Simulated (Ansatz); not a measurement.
**CH₂FGeO+ (SMILES O=[CH][GeH+][F]): functionals against CCSD(T) at one geometry**

Aim: energy, forces and dipole at a structure displaced at random from a GFN2-xTB minimum, from CCSD(T) and from density functionals.

The runs use Ansatz 0.2.0, Gaussian basis; single points in def2-TZVPP.

Cores are frozen in the correlated methods. Filled d shells of the heavier atoms are correlated.

## Step 1: The starting structure

SMILES `O=[CH][GeH+][F]`, 6 atoms, charge 1, spin multiplicity 1.

Atoms are counted from 1 here; the program's logs count them from 0.

Bond lengths: O1–C2 1.114 Å, C2–H5 1.146 Å, Ge3–F4 1.728 Å, Ge3–H6 1.616 Å. Angles: O1–C2–H5 140.7°, F4–Ge3–H6 98.5°.

As a file:

```xyz
6
CH2FGeO
O     0.04360   -0.84840   -1.72610
C     0.80320   -0.54070   -0.97150
Ge   -0.28520    0.48100    0.89780
F    -1.88750    0.28900    0.28090
H     1.93600   -0.54330   -0.80110
H    -0.65380    1.18250    2.30650
```

## Step 2: CCSD(T)/def2-TZVPP

run/in.yaml

```yaml
crystal:
  periodic: [false, false, false]
  atoms:
    - {symbol: O, position_ang: [0.043600, -0.848400, -1.726100]}
    - {symbol: C, position_ang: [0.803200, -0.540700, -0.971500]}
    - {symbol: Ge, position_ang: [-0.285200, 0.481000, 0.897800]}
    - {symbol: F, position_ang: [-1.887500, 0.289000, 0.280900]}
    - {symbol: H, position_ang: [1.936000, -0.543300, -0.801100]}
    - {symbol: H, position_ang: [-0.653800, 1.182500, 2.306500]}
basis:
  gaussian: {orbitals: def2-TZVPP}
total_charge: 1
correlation: {method: ccsd_t}
output: {forces: true}
```

The command line of these runs was not kept.

## Step 3: PBE0-D4/def2-TZVPP

run/in.yaml: that of step 2 with these lines changed.

```diff
@@ -12,3 +12,3 @@
 total_charge: 1
-correlation: {method: ccsd_t}
-output: {forces: true}
+hamiltonian: {xc: pbe0, dispersion: d4}
+output: {forces: true, orbitals: {seedname: orbitals}}
```

## Step 4: wB97M-V/def2-TZVPP

run/in.yaml: that of step 3 with these lines changed.

```diff
@@ -12,3 +12,3 @@
 total_charge: 1
-hamiltonian: {xc: pbe0, dispersion: d4}
-output: {forces: true, orbitals: {seedname: orbitals}}
+hamiltonian: {xc: {name: wB97M-V}}
+output: {forces: true}
```

## Step 5: r2SCAN-D4/def2-TZVPP

run/in.yaml: that of step 4 with these lines changed.

```diff
@@ -12,3 +12,3 @@
 total_charge: 1
-hamiltonian: {xc: {name: wB97M-V}}
+hamiltonian: {xc: r2scan, dispersion: d4}
 output: {forces: true}
```

## Step 6: PBE-D4/def2-TZVPP

run/in.yaml: that of step 5 with these lines changed.

```diff
@@ -12,3 +12,3 @@
 total_charge: 1
-hamiltonian: {xc: r2scan, dispersion: d4}
+hamiltonian: {xc: pbe, dispersion: d4}
 output: {forces: true}
```

## Step 7: r2SCANh-D4/def2-TZVPP

run/in.yaml: that of step 6 with these lines changed.

```diff
@@ -12,3 +12,3 @@
 total_charge: 1
-hamiltonian: {xc: pbe, dispersion: d4}
+hamiltonian: {xc: {name: r2SCANh}, dispersion: d4}
 output: {forces: true}
```

## Step 8: BHLYP-D4/def2-TZVPP

run/in.yaml: that of step 7 with these lines changed.

```diff
@@ -12,3 +12,3 @@
 total_charge: 1
-hamiltonian: {xc: {name: r2SCANh}, dispersion: d4}
+hamiltonian: {xc: {name: BHLYP}, dispersion: d4}
 output: {forces: true}
```

(Steps that only read results are left out.)

What does the calculation give? Wanted: energy less free atoms, CCSD(T)/def2-TZVPP; RMS force component; RMS force error; HOMO and LUMO, PBE0-D4; T1 diagnostic.

As calculated:

```
                                  quantity                                                                                               value
energy less free atoms, CCSD(T)/def2-TZVPP                                                                                          -12.732 eV
                       RMS force component                                                                1.139 to 1.907 eV/Å over the methods
                           RMS force error  PBE0-D4 0.415, wB97M-V 0.473, r2SCAN-D4 0.219, PBE-D4 0.323, r2SCANh-D4 0.377, BHLYP-D4 0.927 eV/Å
                    HOMO and LUMO, PBE0-D4                                                                                 -13.83 and -9.02 eV
                             T1 diagnostic                                                                                               0.018
```

Against CCSD(T) the functionals' energies less atoms differ by -1.806 to +0.773 eV, PBE-D4 by -1.806 eV. The reference is not at the basis limit: in triple zeta CCSD(T) underbinds, which counts against methods that bind more; the gaps are no ranking. The forces of r2SCAN-D4 come nearest to CCSD(T), those of BHLYP-D4 are farthest. Frozen-core CCSD(T) forces in triple zeta carry basis errors of their own, and this is one geometry, so small gaps rank nothing.
